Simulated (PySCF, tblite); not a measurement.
**C4H9F3N2Si: geometry, infrared bands and NMR shifts**

Wanted: the infrared bands and NMR shifts of C4H9F3N2Si (`C=C(C)[Si](N)(N)C(F)(F)F`), by calculation.

Computed with tblite 0.8.0 and PySCF 2.14.0, with density-fitted response routines of our own, on a single molecule in the gas phase. Atoms count from 0, in the outputs and in this text.

**1. The molecule as given**

19 atoms, charge 0, multiplicity 1; geometry from: force field or distance geometry start.

Bonds of the start (Å): C0–C1 1.34, C1–C2 1.51, C1–Si3 1.86, Si3–N4 1.81, Si3–N5 1.75, Si3–C6 1.87, C6–F7 1.36, C6–F8 1.40, C6–F9 1.37, C0–H10 1.09, C0–H11 1.07, C2–H12 1.10, C2–H13 1.11, C2–H14 1.10, N4–H15 1.03, N4–H16 1.03, N5–H17 1.02, N5–H18 1.02.

**2. Geometry optimisation with GFN2-xTB**

The job: settings as JSON, then the geometry in Å.

```
{"job": {"kind": "relax", "xc": "GFN2-xTB", "basis": "xTB"}, "charge": 0, "multiplicity": 1}
C      1.698500    -0.501100     1.306000
C      1.165300    -0.034700     0.162900
C      2.049000     0.222700    -1.029700
Si    -0.661700     0.290800     0.055600
N     -1.270100     0.262700     1.765000
N     -1.053600     1.859500    -0.606700
C     -1.514700    -1.144700    -0.793400
F     -2.668600    -0.757900    -1.403600
F     -1.868400    -2.087200     0.177700
F     -0.647100    -1.800100    -1.628600
H      1.102000    -0.705000     2.195500
H      2.751800    -0.690400     1.375800
H      3.037400     0.442700    -0.598500
H      1.670300     1.090900    -1.613100
H      2.154300    -0.672800    -1.656700
H     -2.286100     0.443500     1.813600
H     -0.942300    -0.619300     2.176500
H     -1.009500     1.966200    -1.618900
H     -1.716100     2.443600    -0.086700
```

Launch:

```
$ OMP_NUM_THREADS=1 python probes_run.py task.json out
```

This one command runs all jobs of the session in turn.

**Question.** This job is followed by: GFN2-xTB harmonic vibrations, gas phase; GIAO PBE0/pcSseg-1 NMR shielding, non-relativistic, gas phase. Predict these results of the whole session: strongest single infrared mode (GFN2-xTB); zero-point energy (GFN2-xTB); 13C shifts against TMS (PBE0/pcSseg-1); 1H shifts against TMS (PBE0/pcSseg-1, means over atoms taken as alike); 29Si shifts against TMS (PBE0/pcSseg-1); 15N shifts against NH3 (PBE0/pcSseg-1, means over atoms taken as alike); 19F shifts against CFCl3 (PBE0/pcSseg-1, means over atoms taken as alike).

The runs gave:

| quantity | value |
| --- | --- |
| strongest single infrared mode (GFN2-xTB) | 1018 cm⁻¹, 301 km/mol |
| zero-point energy (GFN2-xTB) | 83.8 kcal/mol |
| 13C shifts against TMS (PBE0/pcSseg-1) | 152.8, 138.3, 134.6, 25.8 ppm |
| 1H shifts against TMS (PBE0/pcSseg-1, means over atoms taken as alike) | 6.09, 5.83, 2.03, 0.88 ppm |
| 29Si shifts against TMS (PBE0/pcSseg-1) | -35.4 ppm |
| 15N shifts against NH3 (PBE0/pcSseg-1, means over atoms taken as alike) | 20.5 ppm |
| 19F shifts against CFCl3 (PBE0/pcSseg-1, means over atoms taken as alike) | -84.1 ppm |

In words: Over 268 steps the energy fell by 0.793 eV; of the close pairs, Si3–N4 changed most, 1.815 to 1.714 Å. No mode is imaginary among the 51: a minimum at this level. The strongest single mode, at 1018 cm⁻¹, moves mainly C6. GFN2-xTB is a fitted tight-binding method: band positions and strengths are rough. Its intensities can rank the bands wrongly. C1 (fully substituted alkene carbon) lies farthest downfield among carbon, at 152.8 ppm; the olefinic region. At PBE0/pcSseg-1: The largest span, 251 ppm, is at C1, where the paramagnetic term is -233 ppm.
